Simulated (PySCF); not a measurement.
# C4H12GeN2Si: NMR shifts in solvents

Aim: compute the NMR shifts of C4H12GeN2Si (`CC(C)[SiH2][NH][GeH2][C]#N`), and see what a dielectric continuum does where one was used.

Computed with PySCF 2.14.0, with density-fitted response routines of our own, on a single molecule, in the gas phase or a continuum. Atoms count from 0, in the outputs and in this text.

### 1 The molecule as given

20 atoms, charge 0, multiplicity 1; geometry from: GFN2-xTB. The atoms were then displaced at random by about 0.01 Å, so the start is not that level's minimum.

Bonds of the start (Å): C0–C1 1.54, C1–C2 1.53, C1–Si3 1.94, Si3–N4 1.73, N4–Ge5 1.80, Ge5–C6 1.93, C6–N7 1.15, C0–H8 1.10, C0–H9 1.06, C0–H10 1.08, C1–H11 1.09, C2–H12 1.10, C2–H13 1.08, C2–H14 1.10, Si3–H15 1.47, Si3–H16 1.47, N4–H17 1.00, Ge5–H18 1.51, Ge5–H19 1.49.

### 2 Optimising the geometry at PBE0-D3(BJ)/def2-SVP

Job settings and geometry (Å):

```
{"job": {"xc": "PBE0", "basis": "def2-SVP", "d3": "d3bj", "grid": 1, "shake": 0.01, "kind": "geom"}, "charge": 0, "multiplicity": 1}
C     -1.934750    -1.186780    -0.847030
C     -1.505930     0.260560    -0.553870
C     -2.539510     0.956730     0.334690
Si     0.246750     0.306060     0.270350
N      1.337580    -0.419380    -0.852490
Ge     3.077800    -0.666750    -0.459180
C      3.974150     1.004200    -0.118880
N      4.491300     2.017930     0.069130
H     -2.928600    -1.154040    -1.325930
H     -1.246810    -1.675390    -1.485920
H     -2.054840    -1.732060     0.081080
H     -1.458960     0.814250    -1.493430
H     -2.256490     1.998700     0.527180
H     -3.521850     0.966190    -0.113710
H     -2.600870     0.434420     1.299270
H      0.255640    -0.527790     1.479990
H      0.588760     1.693840     0.624590
H      1.105940    -0.298820    -1.812890
H      3.184940    -1.474450     0.808660
H      3.734730    -1.302020    -1.630600
```

Run with:

```
> OMP_NUM_THREADS=1 python probes_run.py task.json out
```

One launch serves the whole session: the jobs run in the order shown.

What it wrote:

```text
step   0  E = -2634.42128236  max force = 0.032256
step   1  E = -2634.42865731  max force = 0.005567
step   2  E = -2634.42933375  max force = 0.001374
step   3  E = -2634.42946310  max force = 0.001277
step   4  E = -2634.42962613  max force = 0.001336
step   5  E = -2634.42992929  max force = 0.002467
step   6  E = -2634.43021909  max force = 0.002659
step   7  E = -2634.43029936  max force = 0.001206
step   8  E = -2634.43035554  max force = 0.000504
step   9  E = -2634.43036390  max force = 0.000383
optimisation converged
```

Wall time 3.8 min (1 thread of Arm Neoverse V1, shared host); peak memory 0.91 GiB.

Step by step:

```
step  energy from step 0 (eV)  largest force component (eV/Å)
   0                   0.0000                          1.6587
   1                  -0.2007                          0.2863
   2                  -0.2191                          0.0707
   3                  -0.2226                          0.0657
   4                  -0.2270                          0.0687
   5                  -0.2353                          0.1269
   6                  -0.2432                          0.1367
   7                  -0.2454                          0.0620
   8                  -0.2469                          0.0259
   9                  -0.2471                          0.0197
```

Distances of close pairs at the start and the end, largest changes first:

```
   bond  before (Å)  after (Å)  change (Å)
 C1–Si3       1.937      1.888      -0.049
Ge5–H19       1.486      1.532      +0.047
  C0–H9       1.058      1.101      +0.042
Si3–H15       1.469      1.497      +0.028
Si3–H16       1.473      1.499      +0.026
 Si3–N4       1.725      1.751      +0.025
 C2–H13       1.080      1.103      +0.023
Ge5–H18       1.507      1.529      +0.022
```

The next job starts from the end point, and lists it.

```
                         at the end point                value
  point group (found at 0.08 Å tolerance)                   C1
rotational constants (GHz, main isotopes)  2.837, 0.480, 0.427
                        dipole moment (D)                 4.47
```

### 3 NMR shieldings: PBE0/pcSseg-1 in acetone

Job settings and geometry (Å):

```
{"job": {"kind": "nmr", "xc": "PBE0", "basis": "pcSseg-1", "solvent": "acetone", "pop": true}, "charge": 0, "multiplicity": 1}
C     -2.275028    -1.255107    -0.585718
C     -2.089930     0.247599    -0.391397
C     -3.122932     0.842873     0.563785
Si    -0.336097     0.660691     0.173392
N      0.851660     0.024188    -0.944398
Ge     2.353450    -0.913528    -0.535562
C      3.782071     0.300941    -0.028335
N      4.625572     1.039345     0.269026
H     -3.276261    -1.487317    -0.985638
H     -1.529092    -1.670787    -1.280421
H     -2.172788    -1.794841     0.370849
H     -2.201634     0.744434    -1.375207
H     -3.014310     1.934210     0.666212
H     -4.149488     0.644317     0.213396
H     -3.035256     0.404856     1.572285
H     -0.035051     0.011899     1.488516
H     -0.214918     2.146474     0.327958
H      0.833499     0.388712    -1.893343
H      2.094322    -1.803493     0.680424
H      2.861514    -1.665791    -1.769942
```

With the program's defaults for keys left out, this is: GIAO PBE0/pcSseg-1 NMR shielding, non-relativistic, IEF-PCM acetone.

What it wrote:

```text
coarse grid: 74456 points
cycle   1  E = -2634.5873767370  dE = -1.873e-01  |g| = 1.041e+00  |ddm| = 4.056e+00
cycle   2  E = -2634.4343439965  dE =  1.530e-01  |g| = 1.319e+00  |ddm| = 1.370e+00
cycle   3  E = -2634.6905994570  dE = -2.563e-01  |g| = 3.201e-01  |ddm| = 9.455e-01
cycle   4  E = -2634.7110477684  dE = -2.045e-02  |g| = 9.510e-02  |ddm| = 2.109e-01
cycle   5  E = -2634.7125554341  dE = -1.508e-03  |g| = 3.144e-02  |ddm| = 6.732e-02
cycle   6  E = -2634.7127640614  dE = -2.086e-04  |g| = 4.716e-03  |ddm| = 2.590e-02
cycle   7  E = -2634.7127678910  dE = -3.830e-06  |g| = 1.507e-03  |ddm| = 4.878e-03
final grid: 156248 points
cycle   8  E = -2634.7127874315  dE =  1.932e-07  |g| = 1.846e-03  |ddm| = 3.355e-03
cycle   9  E = -2634.7127868195  dE =  6.120e-07  |g| = 2.450e-03  |ddm| = 3.593e-03
cycle  10  E = -2634.7127882442  dE = -1.425e-06  |g| = 2.574e-04  |ddm| = 2.052e-03
cycle  11  E = -2634.7127882584  dE = -1.416e-08  |g| = 5.502e-05  |ddm| = 2.107e-04
cycle  12  E = -2634.7127882590  dE = -6.394e-10  |g| = 1.544e-05  |ddm| = 3.964e-05
converged SCF energy = -2634.7127882590

GIAO shielding tensors (ppm)
atom      isotropic    diamagn.    paramagn.     s11        s22        s33       span
  0 C      166.434     248.346     -81.912    157.286    157.489    184.527     27.241
  1 C      168.024     254.442     -86.418    161.254    166.406    176.412     15.158
  2 C      168.614     245.860     -77.246    155.974    161.148    188.719     32.745
  3 Si     363.169     883.169    -520.000    312.671    356.782    420.052    107.381
  4 N      254.601     329.860     -75.259    239.706    254.760    269.337     29.630
  5 Ge    1461.596    2754.926   -1293.330   1363.146   1397.744   1623.898    260.752
  6 C       52.945     262.303    -209.358    -68.286    -64.008    291.128    359.414
  7 N      -73.206     339.280    -412.486   -267.932   -253.590    301.905    569.836
  8 H       30.083      29.323       0.760     25.555     27.446     37.249     11.694
  9 H       29.810      31.795      -1.985     24.165     30.032     35.235     11.070
 10 H       30.611      31.358      -0.748     27.171     28.492     36.168      8.997
 11 H       30.330      33.374      -3.044     26.629     28.648     35.711      9.083
 12 H       30.125      29.109       1.016     25.171     28.050     37.153     11.982
 13 H       30.076      27.580       2.496     25.597     27.383     37.248     11.650
 14 H       30.636      29.599       1.037     26.473     28.853     36.582     10.109
 15 H       27.103      32.974      -5.871     23.064     28.009     30.236      7.172
 16 H       26.540      32.338      -5.798     21.928     26.316     31.376      9.448
 17 H       30.847      33.368      -2.521     21.008     28.801     42.733     21.725
 18 H       26.250      27.770      -1.520     19.730     22.678     36.340     16.610
 19 H       26.046      25.690       0.355     19.197     21.539     37.401     18.205
```

Run time: 47 s. Hardware: 1 thread of Arm Neoverse V1, shared host; peak memory 1.2 GiB.

The references, computed at this level on geometries of the same kind, shield at (ppm): 1H TMS 31.24, 13C TMS 185.4, 29Si TMS 351.8, 15N NH3 268.4, 73Ge GeMe4 1329. Their shielding less the atom's gives the shift. The references are single molecules in the same continuum, so shifts against H2O, NH3, PH3, H3PO4 or CFCl3 are not on the usual liquid scales and can be off by tens of ppm. Atoms listed in one row are averaged.

```
                     atoms                              environment  σ (ppm)  δ (ppm)
                        C6                           nitrile carbon     52.9    132.5
                    C0, C2                            methyl carbon    167.5     17.9
                        C1                      sp3 CH bonded to Si    168.0     17.4
                  H18, H19   hydrogen on a germanium bonded to C, N    26.15     5.09
                  H15, H16     hydrogen on a silicon bonded to C, N    26.82     4.42
H8, H9, H10, H12, H13, H14              hydrogen on a methyl carbon    30.22     1.02
                       H11       hydrogen on an sp3 CH bonded to Si    30.33     0.91
                       H17  hydrogen on a nitrogen bonded to Ge, Si    30.85     0.39
                       Si3              silicon bonded to C, N, 2 H    363.2    -11.4
                        N7                         nitrile nitrogen    -73.2    341.6
                        N4             nitrogen bonded to Ge, Si, H    254.6     13.8
                       Ge5            germanium bonded to C, N, 2 H     1462     -132
```

The run also stored atomic charges by several schemes (e):

```
 atoms  Mulliken    IAO  Hirshfeld  ESP fit
C0, C2     -0.26  -0.41      -0.12    -0.49
    C1     -0.60  -0.38      -0.11     0.25
   Si3      0.82   0.88       0.36     0.40
    N4     -0.91  -0.89      -0.32    -0.56
   Ge5      0.69   0.78       0.45     0.36
    C6     -0.17  -0.12      -0.03     0.23
    N7     -0.31  -0.27      -0.27    -0.49
```

Mayer bond orders: C0–C1 1.03, C1–C2 1.03, C1–Si3 0.89, Si3–N4 0.90, N4–Ge5 0.93, Ge5–C6 0.70, C6–N7 2.98.

### 4 Shielding tensors: PBE0/pcSseg-1 in water

Same as in step 3 but for these lines:

```diff
@@ -1,2 +1,2 @@
-{"job": {"kind": "nmr", "xc": "PBE0", "basis": "pcSseg-1", "solvent": "acetone", "pop": true}, "charge": 0, "multiplicity": 1}
+{"job": {"kind": "nmr", "xc": "PBE0", "basis": "pcSseg-1", "solvent": "water", "pop": false}, "charge": 0, "multiplicity": 1}
 C     -2.275028    -1.255107    -0.585718
```

With the program's defaults for keys left out, this is: GIAO PBE0/pcSseg-1 NMR shielding, non-relativistic, IEF-PCM water.

What it wrote:

```text
coarse grid: 74456 points
cycle   1  E = -2634.5883792874  dE = -1.883e-01  |g| = 1.040e+00  |ddm| = 4.056e+00
cycle   2  E = -2634.4379114107  dE =  1.505e-01  |g| = 1.314e+00  |ddm| = 1.369e+00
cycle   3  E = -2634.6918751977  dE = -2.540e-01  |g| = 3.155e-01  |ddm| = 9.409e-01
cycle   4  E = -2634.7117057380  dE = -1.983e-02  |g| = 9.452e-02  |ddm| = 2.088e-01
cycle   5  E = -2634.7131945784  dE = -1.489e-03  |g| = 3.107e-02  |ddm| = 6.638e-02
cycle   6  E = -2634.7133981008  dE = -2.035e-04  |g| = 4.670e-03  |ddm| = 2.552e-02
cycle   7  E = -2634.7134018574  dE = -3.757e-06  |g| = 1.490e-03  |ddm| = 4.827e-03
final grid: 156248 points
cycle   8  E = -2634.7134213384  dE =  1.838e-07  |g| = 1.823e-03  |ddm| = 3.321e-03
cycle   9  E = -2634.7134207403  dE =  5.981e-07  |g| = 2.422e-03  |ddm| = 3.532e-03
cycle  10  E = -2634.7134221283  dE = -1.388e-06  |g| = 2.687e-04  |ddm| = 2.018e-03
cycle  11  E = -2634.7134221435  dE = -1.527e-08  |g| = 5.793e-05  |ddm| = 2.127e-04
cycle  12  E = -2634.7134221442  dE = -7.085e-10  |g| = 1.529e-05  |ddm| = 4.139e-05
converged SCF energy = -2634.7134221442

GIAO shielding tensors (ppm)
atom      isotropic    diamagn.    paramagn.     s11        s22        s33       span
  0 C      166.473     248.370     -81.896    157.315    157.536    184.569     27.255
  1 C      168.062     254.420     -86.359    161.285    166.464    176.435     15.150
  2 C      168.650     245.891     -77.241    156.000    161.183    188.766     32.766
  3 Si     363.194     883.168    -519.974    312.596    356.731    420.255    107.659
  4 N      254.635     329.895     -75.260    239.726    254.927    269.252     29.526
  5 Ge    1461.386    2754.938   -1293.552   1362.741   1397.718   1623.700    260.959
  6 C       52.564     262.273    -209.709    -68.778    -64.632    291.101    359.878
  7 N      -71.878     339.405    -411.284   -265.961   -251.723    302.048    568.009
  8 H       30.083      29.322       0.761     25.554     27.445     37.250     11.697
  9 H       29.810      31.800      -1.990     24.161     30.030     35.238     11.077
 10 H       30.610      31.362      -0.753     27.169     28.492     36.168      8.999
 11 H       30.312      33.357      -3.045     26.608     28.626     35.702      9.094
 12 H       30.127      29.116       1.011     25.172     28.053     37.156     11.984
 13 H       30.076      27.581       2.495     25.596     27.383     37.249     11.653
 14 H       30.636      29.606       1.030     26.474     28.854     36.581     10.107
 15 H       27.107      32.982      -5.876     23.070     28.014     30.236      7.166
 16 H       26.550      32.359      -5.809     21.939     26.329     31.382      9.443
 17 H       30.796      33.329      -2.533     20.951     28.729     42.707     21.756
 18 H       26.240      27.758      -1.518     19.721     22.667     36.332     16.611
 19 H       26.030      25.667       0.363     19.181     21.520     37.390     18.209
```

It took 44 s on 1 thread of Arm Neoverse V1, shared host; peak memory 1.3 GiB.

In short: δ C6 132.9, C0 17.9, C1 17.4, Si3 -11.4, H18 5.10, H15 4.41 ppm (means over like atoms).

### 5 Comparing the runs: NMR shifts

Shifts (ppm) of some atoms, chosen among heavy atoms and hydrogens apart, with basis size and wall time:

```
                     run     C6   H11   H17    Si3     N7    N4   Ge5  functions  time
PBE0/pcSseg-1 in acetone  132.5  0.91  0.39  -11.4  341.6  13.8  -132        227  47 s
  PBE0/pcSseg-1 in water  132.9  0.93  0.44  -11.4  340.5  13.9  -132        227  44 s
```

The continuum's effect on the ground state:

```
solvent      ε  polarisation energy (Eh)  μ (D)
acetone  20.49                   -0.0124   5.78
  water  78.36                   -0.0133   5.85
```

### 6 Results

| quantity | value |
| --- | --- |
| point group | C1 |
| rotational constants (main isotopes) | 2.84, 0.48, 0.43 GHz |
| 13C shifts against TMS (PBE0/pcSseg-1, acetone, means over atoms taken as alike) | 132.5, 17.9, 17.4 ppm |
| 1H shifts against TMS (PBE0/pcSseg-1, acetone, means over atoms taken as alike) | 5.09, 4.42, 1.02, 0.91, 0.39 ppm |
| 29Si shifts against TMS (PBE0/pcSseg-1, acetone) | -11.4 ppm |
| 15N shifts against NH3 (PBE0/pcSseg-1, acetone) | 341.6, 13.8 ppm |
| 73Ge shifts against GeMe4 (PBE0/pcSseg-1, acetone) | -132 ppm |
| range of the shift of N7 | 340.5 to 341.6 ppm |

In words: Relaxing lowered the energy by 0.247 eV in 9 steps; the close pair that moved most is C1–Si3, from 1.937 to 1.888 Å. No frequency check was run at this level, so the end point may be a saddle. At PBE0/pcSseg-1: Shielding is most anisotropic at N7 (span 570 ppm, paramagnetic term -412 ppm). Across the 2 runs the shift of N7 moves most, between 340.5 (PBE0/pcSseg-1 in water) and 341.6 ppm (PBE0/pcSseg-1 in acetone). The continuum holds electrostatics alone: no hydrogen bonds to the solvent, and the gas-phase geometry is kept. Spin-orbit coupling is left out, which matters for shieldings and couplings at and beside the heavy atoms.
